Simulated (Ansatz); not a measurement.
**CH₅F₂NO₂W: a ladder of functionals and wavefunction methods**

The task here is to estimate one member of a computed series from the others.

Method: functionals in def2-TZVPP, the program's frozen cores in correlated methods; program: Ansatz 0.2.0, Gaussian basis.

The runs, in order: LDA (SPW92), PBE-D4, revPBE-D4, BLYP-D4, r2SCAN-D4, B97M-V, PBE0-D4, B3LYP-D4, r2SCANh-D4, r2SCAN0-D4, HSE06-D4, BHLYP-D4, CAM-B3LYP-D4, LC-ωPBE, ωB97X-V, ωB97M-V, B2PLYP, PBE-QIDH; CCSD(T)/def2-SVP; MP2/def2-TZVPP; MP2/def2-QZVPP; RPA on PBE.

### Structure used throughout

The geometry comes from an earlier relaxation with PBE0-D4 in a triple-zeta def2 set; it is a stationary point, not always the lowest conformer. W takes the def2 core potential; no spin-orbit term is included.

SMILES `C[N]=[W]([OH])([OH])([F])[F]`, 12 atoms, charge 0, spin multiplicity 1.

Atoms are counted from 1 here; the program's logs count them from 0.

Bond lengths: C1–N2 1.414 Å, C1–H8 1.094 Å, C1–H9 1.094 Å, C1–H10 1.094 Å, N2–W3 1.715 Å, W3–O4 1.885 Å, W3–O5 1.908 Å, W3–F6 1.906 Å, W3–F7 1.871 Å, O4–H11 0.958 Å, O5–H12 0.960 Å. Angles: N2–C1–H8 110.4°, N2–C1–H9 110.6°, N2–C1–H10 110.1°, H8–C1–H9 108.6°, H8–C1–H10 108.6°, H9–C1–H10 108.6°, C1–N2–W3 171.2°, N2–W3–O4 109.1°, N2–W3–O5 112.4°, N2–W3–F6 98.0°, N2–W3–F7 102.4°, O4–W3–O5 138.3°, O4–W3–F6 87.5°, O4–W3–F7 90.8°, O5–W3–F6 82.7°, O5–W3–F7 84.7°, F6–W3–F7 158.9°, W3–O4–H11 127.3° and more.

Coordinates:

```
atom     x (Å)     y (Å)     z (Å)
  C1   0.46215  -0.78982   1.89132
  N2   0.19475  -0.40329   0.55730
  W3  -0.04841   0.30517  -0.98526
  O4  -1.06423  -0.87099  -2.05145
  O5   0.64724   2.07933  -1.08822
  F6  -1.67231   1.22523  -0.59993
  F7   1.51267  -0.17400  -1.89915
  H8   0.48607  -1.88014   1.97464
  H9   1.42695  -0.39334   2.22040
 H10  -0.31791  -0.40674   2.55665
 H11  -1.65679  -1.56170  -1.75098
 H12   0.10683   2.81518  -0.79123
```

Set-up of the first run:

in.yaml

```yaml
crystal:
  periodic: [false, false, false]
  atoms:
    - {symbol: C, position_ang: [0.462153, -0.789823, 1.891321]}
    - {symbol: N, position_ang: [0.194747, -0.403289, 0.557304]}
    - {symbol: W, position_ang: [-0.048411, 0.305172, -0.985264]}
    - {symbol: O, position_ang: [-1.064226, -0.870990, -2.051451]}
    - {symbol: O, position_ang: [0.647236, 2.079331, -1.088216]}
    - {symbol: F, position_ang: [-1.672307, 1.225225, -0.599934]}
    - {symbol: F, position_ang: [1.512668, -0.174002, -1.899147]}
    - {symbol: H, position_ang: [0.486067, -1.880138, 1.974641]}
    - {symbol: H, position_ang: [1.426952, -0.393337, 2.220403]}
    - {symbol: H, position_ang: [-0.317914, -0.406735, 2.556654]}
    - {symbol: H, position_ang: [-1.656794, -1.561696, -1.750984]}
    - {symbol: H, position_ang: [0.106828, 2.815183, -0.791226]}
basis:
  gaussian: {orbitals: def2-TZVPP}
hamiltonian: {xc: lda}
output: {orbitals: {seedname: orbitals}}
```

The run is started by

```sh
ansatz run in.yaml --threads 4 --pin off --events-out ev --progress --plain --max-ram 11315MiB
```

Among the steps run: LDA; PBE-D4 (GGA); revPBE-D4 (GGA); BLYP-D4 (GGA); r2SCAN-D4 (meta-GGA); B97M-V (meta-GGA); PBE0-D4 (hybrid); B3LYP-D4 (hybrid); r2SCANh-D4 (hybrid); r2SCAN0-D4 (hybrid); HSE06-D4 (hybrid); BHLYP-D4 (hybrid); CAM-B3LYP-D4 (range-separated); LC-ωPBE (range-separated); ωB97X-V (range-separated); ωB97M-V (range-separated); B2PLYP (double hybrid); PBE-QIDH (double hybrid).

One table of the session follows, with a row left open; its other results are not shown here.

It belongs to the step «Orbital energies across the functionals». 

| functional | HOMO (eV) | LUMO (eV) | gap (eV) |
| --- | --- | --- | --- |
| LDA (SPW92) | -7.05 | -3.34 | 3.70 |
| PBE-D4 | -6.86 | -3.10 | 3.77 |
| revPBE-D4 | -6.79 | -3.00 | 3.79 |
| BLYP-D4 | -6.76 | -3.02 | 3.75 |
| r2SCAN-D4 | -7.19 | -3.03 | 4.16 |
| B97M-V | -7.26 | -3.02 | 4.25 |
| PBE0-D4 | -8.33 | -2.30 | 6.03 |
| B3LYP-D4 | -8.10 | -2.55 | 5.55 |
| r2SCANh-D4 | -7.74 | -2.73 | 5.01 |
| r2SCAN0-D4 | -8.55 | -2.24 | 6.31 |
| HSE06-D4 | -7.93 | -2.68 | 5.24 |
| BHLYP-D4 | -9.69 | -1.33 | 8.36 |
| CAM-B3LYP-D4 | ? | ? | ? |
| LC-ωPBE | -11.03 | 0.07 | 11.09 |
| ωB97X-V | -10.69 | -0.03 | 10.65 |
| ωB97M-V | -10.60 | -0.07 | 10.53 |

Q: Estimate the row for CAM-B3LYP-D4 from the others.

The run gave: HOMO (eV): -9.72; LUMO (eV): -1.18; gap (eV): 8.54. In the column «HOMO (eV)» it lies between ωB97M-V (-10.60) and BHLYP-D4 (-9.69).
